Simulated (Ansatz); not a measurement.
# CHBGe (singlet): wave-function methods side by side at a displaced geometry (v2), cc-pVDZ

An exercise on one series of results from a longer session: the logs are not shown, and one member is left open.

Computed with Ansatz 0.2.0, Gaussian basis. Level: cc-pVDZ, core rule «outside noble gas», up to 16 orbitals frozen.

To be run: UHF; CCSD(T) on RHF; CCSD(T) on UHF; BCCD(T) on RHF; CISD; CCSDT(Q) on RHF; CCSDT(Q) on UHF; CASSCF and MRCISD+Q, 8 electrons in 8 orbitals; CASSCF and NEVPT2, 8 electrons in 8 orbitals.

15 further runs of the same task are left out: 6 that didn't finish, 9 set aside as unsound or not needed. Runs told in other sessions of the task aren't counted.

## The geometry

The geometry is a PBE0/def2-TZVP stationary point (not a proven minimum) with its atoms shifted at random (size 0.100 Å). No spin-orbit coupling is included. The filled d shell of Ge may be among the frozen orbitals whatever the setting's name suggests.

4 atoms, charge 0, spin multiplicity 1.

Atoms are counted from 1 here; the program's logs count them from 0.

Bond lengths: C1–B2 1.503 Å, C1–Ge3 1.692 Å, Ge3–H4 1.487 Å. Angles: B2–C1–Ge3 112.4°, C1–Ge3–H4 170.0°.

Set-up of the first run:

Contents of in.yaml:

```yaml
crystal:
  periodic: [false, false, false]
  atoms:
    - {symbol: C, position_ang: [0.084984, -0.563256, 1.115921]}
    - {symbol: B, position_ang: [-0.079890, 0.537204, 2.126759]}
    - {symbol: Ge, position_ang: [-0.003270, 0.003621, -0.476149]}
    - {symbol: H, position_ang: [0.079839, 0.688907, -1.793693]}
basis:
  gaussian: {orbitals: cc-pVDZ}
magnetization: {spin_polarized: true, initial_magnetization: 0}
hamiltonian: {xc: hf}
output: {orbitals: {seedname: orbitals}}
```

Command:

```bash
> ansatz run in.yaml --threads 1 --pin off --events-out ev --progress --plain --max-ram 2393MiB
```

Among the steps run: UHF; CCSD(T) on RHF; CCSD(T) on UHF; BCCD(T) on RHF; CISD; CCSDT(Q) on RHF; CCSDT(Q) on UHF; CASSCF and MRCISD+Q, 8 electrons in 8 orbitals; CASSCF and NEVPT2, 8 electrons in 8 orbitals.

One table of the session follows, with a row left open; its other results are not shown here.

```
           method  from RCCSDT(Q) (meV)
              RHF               +9364.1
              UHF               +9019.1
             RMP2               +1375.4
             UMP2               +2484.3
            RCCSD                +713.1
            UCCSD                +795.9
         RCCSD(T)                +112.1
         UCCSD(T)                +246.6
          BCCD(T)                +110.3
           RCCSDT                 +86.1
           UCCSDT                +107.7
        RCCSDT(Q)                     0
        UCCSDT(Q)                  +2.4
  CASSCF frontier                     ?
  MRCISD frontier                +867.4
MRCISD+Q frontier                +235.3
```

Q: Estimate the row for CASSCF frontier from the others.

As computed: from RCCSDT(Q) (meV): +6070.5. In the column «from RCCSDT(Q) (meV)» it lies between UMP2 (+2484.3) and UHF (+9019.1).

Not comparable, so not listed: CISD; CASSCF and NEVPT2, 8 electrons in 8 orbitals (they don't share determinant, frozen orbitals or solution with the rows shown, or repeat one).

Limits of these values: The determinant of HF (⟨S²⟩ 1.06) is far from a pure spin state, so its energy mixes those of several spin states; that is harmless only where they are near-degenerate. The determinant of CCSD(T) (⟨S²⟩ 1.06) is far from a pure spin state, so its energy mixes those of several spin states; high orders of coupled cluster remove much of that, low ones don't. The determinant of CCSDT(Q) (⟨S²⟩ 1.06) is far from a pure spin state, so its energy mixes those of several spin states; high orders of coupled cluster remove much of that, low ones don't. The program flags UCCSD(T) as in doubt, so read those rows with care; the flags are large difference. Warnings: restricted reference is unstable; spin contamination; large T1 diagnostic. Restricted and unrestricted rows rest on different reference determinants; a gap between their highest levels can come from leftover correlation error, from unlike frozen cores or from another state. Warnings in the runs' records: passed over end.
